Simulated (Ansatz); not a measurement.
Below is the output of a Python script on Ansatz's Python interface that makes a single point from a YAML input of YbCuSb, space group P6_3mc. Write a script that gives it. Level of theory: PBEsol, PAW, cutoff 422 eV, 6×6×3 k-points, Gaussian smearing of 0.1 eV.

```
CELL_PARAMETERS angstrom
4.50665 0.00000 0.00000
-2.25332 3.90287 0.00000
0.00000 0.00000 7.45499
ATOMIC_POSITIONS crystal
Yb 0.00000 0.00000 0.26519
Yb 0.00000 0.00000 0.76519
Cu 0.66667 0.33333 0.44767
Cu 0.33333 0.66667 0.94767
Sb 0.33333 0.66667 0.53614
Sb 0.66667 0.33333 0.03614
```

```console
$ python ybcusb.py
YbCuSb: -53350.707708 eV = -3921.204727 Ry = -1960.602364 Ha
Fermi level 13.8475 eV, 14 k-points, 12 symmetry operations
  atom   fx   fy      fz
0   Yb  0.0  0.0  0.0219
1   Yb  0.0 -0.0  0.0219
2   Cu -0.0  0.0  0.1219
3   Cu  0.0 -0.0  0.1219
4   Sb  0.0 -0.0 -0.1438
5   Sb -0.0  0.0 -0.1438
band  energy (eV)  occupation, at k = [0.0, 0.0, 0.0]
   1     -98.9086    2.0000
   2     -98.9086    2.0000
   3     -56.4744    2.0000
   4     -56.4744    2.0000
   5     -56.4744    2.0000
   6     -56.4744    2.0000
   7     -56.3725    2.0000
   8     -56.3725    2.0000
   9     -37.5887    2.0000
  10     -37.5832    2.0000
  11     -15.0766    2.0000
  12     -15.0766    2.0000
  13     -15.0757    2.0000
  14     -15.0757    2.0000
  15     -15.0596    2.0000
  16     -15.0596    2.0000
  17     -15.0584    2.0000
  18     -15.0584    2.0000
  19     -15.0580    2.0000
  20     -15.0577    2.0000
  21     -10.1330    2.0000
  22      -9.9762    2.0000
  23      -9.9762    2.0000
  24      -9.9539    2.0000
  25      -9.9539    2.0000
  26      -9.9302    2.0000
  27       2.6663    2.0000
  28       3.9650    2.0000
  29       8.2134    2.0000
  30       9.6437    2.0000
  31       9.6437    2.0000
  32       9.9036    2.0000
  33       9.9036    2.0000
  34      10.1741    2.0000
  35      10.4431    2.0000
  36      10.4431    2.0000
  37      10.6078    2.0000
  38      10.6078    2.0000
  39      10.7946    2.0000
  40      12.2616    2.0000
  41      12.2616    2.0000
  42      13.1236    2.0000
  43      13.1236    2.0000
  44      13.1778    2.0000
  45      13.3673    2.0000
  46      13.4945    2.0000
  47      13.4951    2.0000
  48      13.4951    2.0000
  49      13.4959    2.0000
  50      13.5438    2.0000
  51      13.5438    2.0000
  52      13.5742    1.9999
  53      13.5742    1.9999
  54      13.5969    1.9996
  55      13.5993    1.9996
  56      14.1054    0.0003
  57      14.3765    0.0000
  58      14.3765    0.0000
  59      14.3890    0.0000
  60      14.7318    0.0000
  61      14.7453    0.0000
  62      14.8524    0.0000
  63      14.8524    0.0000
  64      15.7121    0.0000
  65      15.7121    0.0000
  66      17.7112    0.0000
  67      17.7112    0.0000
  68      18.3858    0.0000
  69      18.3858    0.0000
  70      18.4441    0.0000
pressure -3.344 GPa
stress tensor, GPa, positive in compression
[[-3.125  0.     0.   ]
 [ 0.    -3.125  0.   ]
 [ 0.     0.    -3.78 ]]
doubts on the final state: none
warnings: none
```

The script that was run (others could print the same):

Script `ybcusb.py`:
```python
"""Run a YAML input for YbCuSb from Python."""

import warnings

import ansatz as az
import numpy as np
import pandas as pd

INPUT = """
crystal:
  lattice:
    - [4.50665, 0.0, 0.0]
    - [-2.253325, 3.902873, 0.0]
    - [0.0, 0.0, 7.454987]
  atoms:
    - { symbol: Yb, position: [0.0, 0.0, 0.265192] }
    - { symbol: Yb, position: [0.0, 0.0, 0.765192] }
    - { symbol: Cu, position: [0.666667, 0.333333, 0.447669] }
    - { symbol: Cu, position: [0.333333, 0.666667, 0.947669] }
    - { symbol: Sb, position: [0.333333, 0.666667, 0.536139] }
    - { symbol: Sb, position: [0.666667, 0.333333, 0.036139] }
kpoints:
  mp_grid: { grid: [6, 6, 3] }
hamiltonian:
  xc: pbesol
scf:
  occupations: { method: gaussian, width: 0.1 }
basis:
  ecutwfc: "31 Ry"
output:
  forces: true
  stress: true
  eigenvalues: true
"""


def main() -> None:
    warnings.simplefilter("ignore", az.DeckWarning)

    planned = az.Session.from_yaml(INPUT).plan(threads=1, pin="off")
    res = planned.execute()
    r = res.report

    energy = r["free_energy_ev"]
    print("YbCuSb: {:.6f} eV = {:.6f} Ry = {:.6f} Ha".format(energy, energy / 13.605693, energy / 27.211386))
    print("Fermi level {:.4f} eV, {} k-points, {} symmetry operations".format(r["fermi_energy_ev"], r["n_kpoints"], r["n_symmetry_ops"]))

    # forces, one row an atom
    table = pd.DataFrame(r["forces_ev_ang"], columns=["fx", "fy", "fz"])
    table.insert(0, "atom", [site["symbol"] for site in r["lattice"]["sites"]])
    print(table.round(4).to_string())

    print("band  energy (eV)  occupation, at k =", r["kpoints_frac"][0])
    for band, (e, occ) in enumerate(zip(r["eigenvalues_ev"][0], r["occupations"][0]), start=1):
        print(f"{band:4d} {e:12.4f} {occ:9.4f}")

    # the stress is positive in compression
    stress = np.array(r["stress_gpa"])
    print(f"pressure {np.trace(stress) / 3:.3f} GPa")
    print("stress tensor, GPa, positive in compression")
    print(np.round(stress, 3) + 0.0)

    print("doubts on the final state:", r["published_state_doubts"] or "none")
    print("warnings:", sorted({n["data"]["kind"] for n in res.notices if n["data"].get("severity") in ("warning", "doubt")}) or "none")


if __name__ == "__main__":
    main()
```

What to keep in mind:
- Absolute energies stand on the zero of these potentials, so only differences at equal settings mean something. A total without «per atom» is that of the cell as typed.
- Semilocal functionals put the nearly full 4f shell of Yb too close to the Fermi level.
- The computed bands are complete only to about 4.6 eV above the Fermi level.
- For a metal this k-point mesh is coarse: on a finer one energies can move by several to tens of meV an atom and pressures by half a GPa or more, differences at one mesh by less.
- The zero of the levels is a convention of the potentials, so an absolute Fermi energy is no work function.
- This cell is a computed structure, which may not be the phase found in nature.
- Gaps and levels are Kohn-Sham values on a finite set of k-points, without spin-orbit coupling.
- Run time: 18 s on 1 thread of Arm Neoverse V2, on a shared host, peak memory 0.53 GiB.

(Lines on the test bed's own set-up are left out of the output.)
